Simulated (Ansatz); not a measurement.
Crystal: NiMoIrPdW.

```
Ni Mo Pd Ir W
1.0
     4.14670    0.00000    0.00000
    -2.07335    3.59115    0.00000
     0.00000    0.00000    5.41629
Ni Mo Pd Ir W
1 1 1 1 1
Direct
  0.00000 0.00000 0.02221
  0.66667 0.33333 0.45996
  0.33333 0.66667 0.74601
  0.33333 0.66667 0.25641
  0.66667 0.33333 0.99985
```

The cell was built by a generator and needn't be a form met in nature.

```yaml
Program: Ansatz 0.2.0
Task: single point
Functional: PBE
Potentials_or_basis: Ansatz PAW
Cutoff: "420 eV (not typed: the program's choice for these potentials)"
k_mesh: 7 × 7 × 5
Occupations: fermi-dirac, width 0.05 eV
Spin: collinear spin, ferromagnetic start
Starting_moments: "[1.0, 1.0, 0.0, 0.6, 0.0] μB"
```

On this cell: pressure 0.0 GPa; largest force 0.158 eV/Å; net moment 0.00 μB per cell; band gap on the k mesh none (metal or under the smearing width).

The same run follows on a disturbed copy (atoms moved at random, drawn with an rms of 0.05 Å):

```
CELL_PARAMETERS angstrom
4.14670 0.00000 0.00000
-2.07335 3.59115 0.00000
0.00000 0.00000 5.41629
ATOMIC_POSITIONS crystal
Ni 0.99235 0.99523 0.02134
Mo 0.67940 0.33548 0.45560
Pd 0.33674 0.67045 0.75007
Ir 0.33766 0.67554 0.25286
W 0.66531 0.32805 0.99954
```

What changes?

The energy (extrapolated to zero smearing) moves by +8.1 meV/atom; pressure 0.9 GPa; largest force 0.612 eV/Å; net moment 0.00 μB per cell; band gap on the k mesh none (metal or under the smearing width).

Forces on the atoms (eV/Å):
```
Ni   0.382  0.182  0.068
Mo  -0.300  0.176  0.492
Pd   0.077 -0.203 -0.572
Ir   0.186 -0.451  0.332
W   -0.345  0.297 -0.321
```

Stress tensor (GPa, compression positive):
```
 0.88  0.48 -0.14
 0.48  0.97 -0.11
-0.14 -0.11  0.79
```

Caveats: the starting moments weren't kept.
